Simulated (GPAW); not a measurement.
The system is TaVN2.

```
CELL_PARAMETERS angstrom
3.04987 0.00000 0.00000
0.00000 3.04987 0.00000
0.00000 0.00000 4.29606
ATOMIC_POSITIONS crystal
Ta 0.00000 0.00000 0.00000
V 0.50000 0.50000 0.50000
N 0.50000 0.50000 0.00000
N 0.00000 0.00000 0.50000
```

The cell comes from a database or a generator and needn't be the stable form of this composition.

Base run:

```yaml
Program: GPAW 26.7.0
Functional: PBEsol
Potentials_or_basis: PAW data sets generated in the run's folder for this functional
Cutoff: 800 eV
Basis: pw
k_mesh: 9 × 9 × 6
Occupations: fermi-dirac, width 0.05 eV
Spin: collinear spin, ferromagnetic start
Starting_moments: "[0.0, 2.0, 0.0, 0.0] μB"
```

Its results: pressure -10.4 GPa; net moment 0.90 μB per cell; site moments Ta -0.04; V +0.83; N +0.01 μB.

Task: The run is repeated on the same cell with these changes: k mesh from 9 × 9 × 6 to 6 × 6 × 4. What comes out?

Result: Pressure -10.1 GPa; net moment 1.03 μB per cell; site moments Ta -0.07; V +0.96; N +0.01 μB.

Caveats: some runs use coarse meshes.
